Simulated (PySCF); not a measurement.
# Ways to converge the SCF of AsF (triplet)

The same problem is solved with other solver options, one edit a run.

The runs use PySCF 2.14.0; each script names its method and basis.

1 further run of the same task is left out (it didn't finish).

## (1) Where the work starts

AsF (triplet): 2 atoms, charge 0, spin multiplicity 3.

Bond lengths: As1–F2 1.790 Å.

## (2) The base run

Input file input.py:

```python
from pyscf import gto, dft, tdscf

mol = gto.M(
    atom='As 0 0 0; F 0 0 1.79',
    basis='aug-cc-pvdz',
    charge=0,
    spin=2,
    verbose=4,
)
mf = dft.UKS(mol, xc='hcth407')
mf.kernel()
td = tdscf.TDA(mf)
td.nstates = 4
td.kernel()
td.analyze()
mf.dip_moment()
print('orbital energies (hartree):', [e[max(0, n-3):n+3].round(4) for e, n in zip(mf.mo_energy, mol.nelec)])
```

The run is started by

```console
OMP_NUM_THREADS=1 python input.py
```

The log of this run is left out.

Base result: E(SCF) = -2336.860805 Eh, 10 cycles, ⟨S²⟩ = 2.008, μ = 1.78 D, excitations 3.32, 3.32, 5.78, 5.80 eV.

The bond length is a typed value, not an optimised one. The triplet is typed in the script; nothing here shows that it is the ground state.

## (3) Convergence threshold 1e-16 hartree

Variant 1 changes convergence threshold: default → 1e-16 hartree.

Input file input.py:

```python
from pyscf import gto, dft, tdscf

mol = gto.M(
    atom='As 0 0 0; F 0 0 1.79',
    basis='aug-cc-pvdz',
    charge=0,
    spin=2,
    verbose=4,
)
mf = dft.UKS(mol, xc='hcth407')
mf.conv_tol = 1e-16
mf.kernel()
td = tdscf.TDA(mf)
td.nstates = 4
td.kernel()
td.analyze()
mf.dip_moment()
print('orbital energies (hartree):', [e[max(0, n-3):n+3].round(4) for e, n in zip(mf.mo_energy, mol.nelec)])
```

The run is started by

```console
OMP_NUM_THREADS=1 python input.py
```

## (4) DIIS space 4

Variant 2 changes DIIS space: default → 4.

Changes to input.py since step 2:

```diff
@@ -10,2 +10,3 @@
 mf = dft.UKS(mol, xc='hcth407')
+mf.diis_space = 4
 mf.kernel()
```

## (5) Smearing width 0.05 hartree

Variant 3 changes smearing width: none → 0.05 hartree; step after the SCF: tda → none.

Changes to input.py since step 2:

```diff
@@ -1,2 +1,2 @@
-from pyscf import gto, dft, tdscf
+from pyscf import gto, dft, scf
 
@@ -10,7 +10,4 @@
 mf = dft.UKS(mol, xc='hcth407')
+mf = scf.addons.smearing_(mf, sigma=0.05, method='fermi')
 mf.kernel()
-td = tdscf.TDA(mf)
-td.nstates = 4
-td.kernel()
-td.analyze()
 mf.dip_moment()
```

**Question.** What will these runs give? Wanted: for each run, E(SCF); from base; gap, α spin; SCF dipole; after the SCF.

The runs gave:

```
                                run  E(SCF) (hartree)  from base (eV)  cycles  gap, α spin (eV)  SCF dipole (D)              after the SCF
                               base      -2336.860805               0      10              3.33            1.78  lowest root found 3.32 eV
convergence threshold 1e-16 hartree      -2336.860805          0.0000      36              3.33            1.78  lowest root found 3.32 eV
                       DIIS space 4      -2336.860805          0.0000      11              3.33            1.78  lowest root found 3.32 eV
        smearing width 0.05 hartree      -2336.754558  not comparable      13               n/a            1.13                        n/a
```

Distance from each run's final energy (log10 hartree) by cycle:

```
                                run  cycle 1  cycle 2  cycle 3  cycle 5  cycle 8  cycle 12
                               base     -1.2      0.2     -2.9     -4.9     -8.3      done
convergence threshold 1e-16 hartree     -1.2      0.2     -2.9     -4.9     -8.3     < -11
                       DIIS space 4     -1.2      0.2     -2.9     -4.9     -7.6      done
        smearing width 0.05 hartree     -1.3      0.4     -1.9     -4.1     -4.9      -8.5
```

What this shows: No change of the SCF energy comes from convergence threshold 1e-16 hartree or DIIS space 4.
